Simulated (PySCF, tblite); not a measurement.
# C6H7FN2: a rotation path, then NMR shifts on frames

How do NMR shifts of C6H7FN2 (`N#CCCC1=N[C@H]1CF`) change as the atoms move?

Programs: tblite 0.8.0 and PySCF 2.14.0, with density-fitted response routines of our own. Each step states its level of theory. These are calculated values for one molecule in the gas phase, unless marked as measured. Atoms count from 0, in the outputs and in this text.

## 1. Starting geometry

16 atoms, charge 0, multiplicity 1; geometry from: GFN2-xTB.

Bonds of the start (Å): N0–C1 1.14, C1–C2 1.44, C2–C3 1.54, C3–C4 1.46, C4–N5 1.26, N5–C6 1.50, C6–C7 1.51, C7–F8 1.38, C6–C4 1.46, C2–H9 1.09, C2–H10 1.09, C3–H11 1.10, C3–H12 1.10, C6–H13 1.08, C7–H14 1.09, C7–H15 1.09.

## 2. A band between two rotamers with GFN2-xTB

Job settings and geometry (Å):

```
{"job": {"kind": "neb", "xc": "GFN2-xTB", "basis": "xTB", "atoms": [1, 2, 3, 4], "turn": 120}, "charge": 0, "multiplicity": 1}
N     -3.715423     2.226588    -0.275167
C     -2.961108     1.377871    -0.401039
C     -1.993873     0.318741    -0.537710
C     -0.844385     0.504017     0.465520
C      0.121909    -0.580693     0.378293
N      0.452189    -1.668965    -0.154589
C      1.397330    -1.100946     0.861044
C      2.684951    -0.489825     0.374180
F      2.811195     0.799833     0.856697
H     -1.607197     0.323060    -1.560423
H     -2.490571    -0.640324    -0.366172
H     -1.232245     0.541090     1.489556
H     -0.322424     1.450994     0.289078
H      1.435265    -1.592993     1.826432
H      2.697895    -0.416942    -0.718146
H      3.558892    -1.042559     0.728516
```

Method: GFN2-xTB climbing-image nudged elastic band, gas phase.

Started as:

```sh
> OMP_NUM_THREADS=1 python probes_run.py task.json out
```

One launch serves the whole session: the jobs run in the order shown.

What it wrote:

```text
image   E - E0 / eV
  0       0.0000
  1       0.0079
  2       0.0287
  3       0.0536
  4       0.0696
  5       0.0674
  6       0.0489
  7       0.0267
  8       0.0130
```

Wall time 6.5 s (1 thread of Arm Neoverse N1, shared host); peak memory 0.19 GiB.

The final band, with the dihedral C1–C2–C3–C4:

```tsv
image	dihedral (°)	energy (eV)	energy (kcal/mol)
0	178	0.000	0.0
1	192	0.008	0.2
2	207	0.029	0.7
3	221	0.054	1.2
4	236	0.070	1.6
5	250	0.067	1.6
6	265	0.049	1.1
7	280	0.027	0.6
8	293	0.013	0.3
```

## 3. Nuclear shieldings: image 0, PBE0/pcSseg-1

Job settings and geometry (Å):

```
{"job": {"kind": "nmr", "xc": "PBE0", "basis": "pcSseg-1", "pop": false}, "charge": 0, "multiplicity": 1}
N     -3.715400     2.226600    -0.275200
C     -2.961100     1.377900    -0.401000
C     -1.993900     0.318700    -0.537700
C     -0.844400     0.504000     0.465500
C      0.121900    -0.580700     0.378300
N      0.452200    -1.669000    -0.154600
C      1.397300    -1.100900     0.861000
C      2.685000    -0.489800     0.374200
F      2.811200     0.799800     0.856700
H     -1.607200     0.323100    -1.560400
H     -2.490600    -0.640300    -0.366200
H     -1.232200     0.541100     1.489600
H     -0.322400     1.451000     0.289100
H      1.435300    -1.593000     1.826400
H      2.697900    -0.416900    -0.718100
H      3.558900    -1.042600     0.728500
```

Method: GIAO PBE0/pcSseg-1 NMR shielding, non-relativistic, gas phase.

What it wrote:

```text
coarse grid: 14072 points
cycle   1  E = -441.4205933611  dE =  1.386e+00  |g| = 6.236e-01  |ddm| = 3.740e+00
cycle   2  E = -441.2281975607  dE =  1.924e-01  |g| = 1.167e+00  |ddm| = 1.445e+00
cycle   3  E = -441.4971428468  dE = -2.689e-01  |g| = 1.774e-01  |ddm| = 9.605e-01
cycle   4  E = -441.5023410954  dE = -5.198e-03  |g| = 7.415e-02  |ddm| = 1.550e-01
cycle   5  E = -441.5033299324  dE = -9.888e-04  |g| = 1.610e-02  |ddm| = 5.930e-02
cycle   6  E = -441.5033724285  dE = -4.250e-05  |g| = 8.142e-03  |ddm| = 1.677e-02
cycle   7  E = -441.5033854058  dE = -1.298e-05  |g| = 2.350e-03  |ddm| = 7.185e-03
cycle   8  E = -441.5033865169  dE = -1.111e-06  |g| = 3.798e-04  |ddm| = 1.848e-03
final grid: 138440 points
cycle   9  E = -441.5603325921  dE = -4.003e-05  |g| = 7.891e-03  |ddm| = 3.123e-02
cycle  10  E = -441.5603292111  dE =  3.381e-06  |g| = 9.394e-03  |ddm| = 1.356e-02
cycle  11  E = -441.5603468316  dE = -1.762e-05  |g| = 1.560e-03  |ddm| = 6.960e-03
cycle  12  E = -441.5603472532  dE = -4.216e-07  |g| = 4.192e-04  |ddm| = 1.430e-03
cycle  13  E = -441.5603472852  dE = -3.207e-08  |g| = 1.667e-04  |ddm| = 3.892e-04
cycle  14  E = -441.5603472903  dE = -5.050e-09  |g| = 3.523e-05  |ddm| = 1.231e-04
cycle  15  E = -441.5603472905  dE = -2.532e-10  |g| = 8.259e-06  |ddm| = 3.564e-05
converged SCF energy = -441.5603472905

GIAO shielding tensors (ppm)
atom      isotropic    diamagn.    paramagn.     s11        s22        s33       span
  0 N      -34.168     338.599    -372.767   -203.069   -202.267    302.833    505.902
  1 C       63.989     257.727    -193.739    -54.017    -47.526    293.509    347.527
  2 C      173.863     246.210     -72.347    162.458    173.220    185.911     23.453
  3 C      155.818     249.080     -93.262    140.557    149.685    177.213     36.655
  4 C        3.631     256.945    -253.313   -166.564     29.231    148.226    314.790
  5 N      -54.993     330.122    -385.115   -359.881    -80.274    275.175    635.056
  6 C      154.738     258.214    -103.476     95.806    135.730    232.679    136.873
  7 C       92.039     239.307    -147.268     55.213     82.392    138.513     83.299
  8 F      423.288     475.034     -51.747    390.453    403.447    475.963     85.510
  9 H       28.940      28.551       0.389     23.736     28.636     34.448     10.712
 10 H       28.894      27.285       1.610     23.534     28.652     34.497     10.962
 11 H       28.282      30.135      -1.853     23.811     27.642     33.392      9.581
 12 H       28.020      31.198      -3.178     23.101     27.608     33.353     10.252
 13 H       29.674      31.807      -2.133     23.802     27.654     37.565     13.763
 14 H       27.922      28.318      -0.397     23.711     28.798     31.256      7.546
 15 H       26.248      26.607      -0.359     21.862     26.963     29.919      8.057
```

It took 44 s on 1 thread of Arm Neoverse N1, shared host; peak memory 0.83 GiB.

The references, computed at this level on geometries of the same kind, shield at (ppm): 1H TMS 31.72, 13C TMS 186.9, 19F CFCl3 170.9, 15N NH3 267.7. Their shielding less the atom's gives the shift. The references are single molecules in the gas phase, so shifts against H2O, NH3, PH3, H3PO4 or CFCl3 are not on the usual liquid scales and can be off by tens of ppm. Each atom is listed at this fixed geometry, with no averaging over motion; a spectrum would average atoms that exchange fast.

```tsv
atoms	environment	σ (ppm)	δ (ppm)
C4	C=N carbon	3.6	183.3
C1	nitrile carbon	64.0	122.9
C7	sp3 CH2 bonded to F	92.0	94.9
C6	three-membered-ring carbon	154.7	32.2
C3	sp3 CH2	155.8	31.1
C2	sp3 CH2 α to a nitrile	173.9	13.1
H15	hydrogen on an sp3 CH2 bonded to F	26.25	5.47
H14	hydrogen on an sp3 CH2 bonded to F	27.92	3.80
H12	hydrogen on an sp3 CH2	28.02	3.70
H11	hydrogen on an sp3 CH2	28.28	3.44
H10	hydrogen on an sp3 CH2 α to a nitrile	28.89	2.82
H9	hydrogen on an sp3 CH2 α to a nitrile	28.94	2.78
H13	hydrogen on a three-membered-ring carbon	29.67	2.04
N5	imine nitrogen	-55.0	322.7
N0	nitrile nitrogen	-34.2	301.9
F8	fluorine on an sp3 carbon	423.3	-252.3
```

Ring of atoms C4, N5, C6: NICS(0) -31.4, NICS(1) -9.0, NICS(1)zz -19.0 ppm (means of both faces).

In rings of three or four atoms NICS is ruled by the nearby σ bonds, so it says little on aromaticity.

## 4. Nuclear shieldings: image 2, PBE0/pcSseg-1

Job settings and geometry (Å):

```
{"job": {"kind": "nmr", "xc": "PBE0", "basis": "pcSseg-1", "pop": false}, "charge": 0, "multiplicity": 1}
N     -3.219000     2.518600    -0.751700
C     -2.733000     1.495900    -0.600400
C     -2.084300     0.225300    -0.402400
C     -0.916900     0.373400     0.590800
C      0.110500    -0.633700     0.372600
N      0.508200    -1.609800    -0.310900
C      1.430000    -1.119200     0.764700
C      2.666400    -0.364200     0.349700
F      2.727600     0.850200     1.007500
H     -1.710000    -0.124800    -1.368900
H     -2.817700    -0.499500    -0.040600
H     -1.272800     0.316600     1.624500
H     -0.444000     1.356200     0.479600
H      1.517600    -1.732200     1.654700
H      2.649300    -0.138300    -0.721700
H      3.580700    -0.905500     0.608400
```

With the program's defaults for keys left out, this is: GIAO PBE0/pcSseg-1 NMR shielding, non-relativistic, gas phase.

What it wrote:

```text
coarse grid: 14072 points
cycle   1  E = -441.4176190928  dE =  1.386e+00  |g| = 6.247e-01  |ddm| = 3.714e+00
cycle   2  E = -441.2237593275  dE =  1.939e-01  |g| = 1.170e+00  |ddm| = 1.424e+00
cycle   3  E = -441.4945506192  dE = -2.708e-01  |g| = 1.775e-01  |ddm| = 9.446e-01
cycle   4  E = -441.4997593934  dE = -5.209e-03  |g| = 7.410e-02  |ddm| = 1.534e-01
cycle   5  E = -441.5007459881  dE = -9.866e-04  |g| = 1.604e-02  |ddm| = 5.816e-02
cycle   6  E = -441.5007883350  dE = -4.235e-05  |g| = 8.069e-03  |ddm| = 1.650e-02
cycle   7  E = -441.5008010312  dE = -1.270e-05  |g| = 2.387e-03  |ddm| = 7.110e-03
cycle   8  E = -441.5008021794  dE = -1.148e-06  |g| = 3.766e-04  |ddm| = 1.892e-03
final grid: 138440 points
cycle   9  E = -441.5586650272  dE = -4.122e-05  |g| = 7.868e-03  |ddm| = 3.124e-02
cycle  10  E = -441.5586615770  dE =  3.450e-06  |g| = 9.390e-03  |ddm| = 1.366e-02
cycle  11  E = -441.5586791092  dE = -1.753e-05  |g| = 1.639e-03  |ddm| = 7.109e-03
cycle  12  E = -441.5586795813  dE = -4.721e-07  |g| = 4.641e-04  |ddm| = 1.482e-03
cycle  13  E = -441.5586796220  dE = -4.067e-08  |g| = 1.677e-04  |ddm| = 4.179e-04
cycle  14  E = -441.5586796269  dE = -4.937e-09  |g| = 3.796e-05  |ddm| = 1.271e-04
cycle  15  E = -441.5586796272  dE = -2.570e-10  |g| = 1.580e-05  |ddm| = 3.711e-05
converged SCF energy = -441.5586796272

GIAO shielding tensors (ppm)
atom      isotropic    diamagn.    paramagn.     s11        s22        s33       span
  0 N      -34.123     338.766    -372.889   -204.492   -197.100    299.223    503.715
  1 C       63.551     258.914    -195.362    -56.563    -46.735    293.952    350.515
  2 C      174.685     247.373     -72.688    163.439    173.877    186.739     23.300
  3 C      156.040     248.844     -92.804    137.863    151.843    178.414     40.550
  4 C        3.027     257.598    -254.571   -166.772     29.026    146.826    313.598
  5 N      -54.301     329.960    -384.261   -358.617    -79.443    275.156    633.773
  6 C      153.615     258.245    -104.630     95.830    135.762    229.254    133.424
  7 C       92.036     239.566    -147.530     55.258     82.181    138.670     83.412
  8 F      422.941     474.918     -51.977    390.096    403.287    475.440     85.344
  9 H       28.699      29.307      -0.608     23.048     28.951     34.096     11.048
 10 H       29.056      26.440       2.616     24.297     27.727     35.143     10.846
 11 H       28.057      29.661      -1.605     23.451     27.168     33.550     10.099
 12 H       28.123      31.844      -3.721     22.923     28.464     32.984     10.061
 13 H       29.625      31.760      -2.135     23.777     27.600     37.499     13.722
 14 H       27.891      28.580      -0.689     23.762     28.752     31.158      7.396
 15 H       26.221      26.732      -0.512     21.849     26.938     29.875      8.027
```

Run time: 44 s. Hardware: 1 thread of Arm Neoverse N1, shared host; peak memory 0.84 GiB.

In short: δ C4 183.9, C1 123.4, C7 94.9, C6 33.3, H15 5.50, H14 3.83 ppm.

[end of part 1 of 2]
